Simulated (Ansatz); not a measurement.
# GeH2I radical: up Jacob's ladder to CCSD(T)

An exercise on one series of results from a longer session: the logs are not shown, and one member is left open.

Method: functionals in def2-TZVPP, the program's frozen cores in correlated methods; program: Ansatz 0.2.0, Gaussian basis.

Plan: LDA (SPW92), PBE-D4, revPBE-D4, BLYP-D4, r2SCAN-D4, B97M-V, PBE0-D4, B3LYP-D4, r2SCANh-D4, r2SCAN0-D4, HSE06-D4, BHLYP-D4, CAM-B3LYP-D4, LC-ωPBE, ωB97X-V, ωB97M-V, B2PLYP, PBE-QIDH; CCSD(T)/def2-SVP; CCSD(T)/def2-TZVPP; CCSD(T)/def2-QZVPP; extrapolation to the limit; RPA on PBE.

1 further run of the same task is left out (for a known fault of the program).

### The relaxed structure

All runs share one geometry, relaxed beforehand with PBE0-D4 in a triple-zeta def2 set. I takes the def2 core potential; no spin-orbit term is included.

4 atoms, charge 0, spin multiplicity 2.

Atoms are counted from 1 here; the program's logs count them from 0.

Bond lengths: Ge1–I2 2.509 Å, Ge1–H3 1.546 Å, Ge1–H4 1.546 Å. Angles: I2–Ge1–H3 107.7°, I2–Ge1–H4 107.7°, H3–Ge1–H4 111.0°.

The first run:

Input file in.yaml:

```yaml
crystal:
  periodic: [false, false, false]
  atoms:
    - {symbol: Ge, position_ang: [-0.030846, -0.331267, -0.438812]}
    - {symbol: I, position_ang: [1.489455, -0.164095, 1.550112]}
    - {symbol: H, position_ang: [-1.466580, -0.566872, 0.084903]}
    - {symbol: H, position_ang: [0.063472, 1.001932, -1.216502]}
basis:
  gaussian: {orbitals: def2-TZVPP}
magnetization: {spin_polarized: true, initial_magnetization: 1}
hamiltonian: {xc: lda}
output: {orbitals: {seedname: orbitals}}
```

Command:

```bash
$ ansatz run in.yaml --threads 2 --pin off --events-out ev --progress --plain --max-ram 32768MiB --backend cpu
```

Among the steps run: LDA; PBE-D4 (GGA); revPBE-D4 (GGA); BLYP-D4 (GGA); r2SCAN-D4 (meta-GGA); B97M-V (meta-GGA); B3LYP-D4 (hybrid); r2SCANh-D4 (hybrid); r2SCAN0-D4 (hybrid); HSE06-D4 (hybrid); BHLYP-D4 (hybrid); CAM-B3LYP-D4 (range-separated); LC-ωPBE (range-separated); ωB97X-V (range-separated); ωB97M-V (range-separated); B2PLYP (double hybrid); PBE-QIDH (double hybrid).

One of the session's tables, all rows but one given; the rest of the session is left out.

It belongs to the step «Orbital energies across the functionals». 

| functional | HOMO (eV) | LUMO (eV) | gap (eV) |
| --- | --- | --- | --- |
| LDA (SPW92) | -5.41 | -4.59 | 0.82 |
| PBE-D4 | -5.38 | -4.24 | 1.13 |
| revPBE-D4 | -5.36 | -4.12 | 1.24 |
| BLYP-D4 | -5.17 | -4.26 | 0.92 |
| r2SCAN-D4 | -5.76 | -3.91 | 1.85 |
| B97M-V | -5.59 | -4.30 | 1.29 |
| PBE0-D4 | -6.47 | -3.38 | 3.09 |
| B3LYP-D4 | ? | ? | ? |
| r2SCANh-D4 | -6.15 | -3.60 | 2.55 |
| r2SCAN0-D4 | -6.74 | -3.14 | 3.60 |
| HSE06-D4 | -6.09 | -3.76 | 2.33 |
| BHLYP-D4 | -7.36 | -2.60 | 4.77 |
| CAM-B3LYP-D4 | -7.65 | -2.50 | 5.15 |
| LC-ωPBE | -9.02 | -1.12 | 7.90 |
| ωB97X-V | -8.56 | -1.56 | 7.00 |
| ωB97M-V | -8.42 | -1.63 | 6.79 |

**Question.** Estimate the row for B3LYP-D4.

Worked estimate for «HOMO (eV)». Against the share of exact exchange, BLYP-D4 (0, -5.17), BHLYP-D4 (0.5, -7.36) give a slope of -4.38 per unit share; at 0.2 the line stands at -6.05.

**Answer.** HOMO (eV): -6.20; LUMO (eV): -3.76; gap (eV): 2.44. In «HOMO (eV)» the line misses by +0.15.
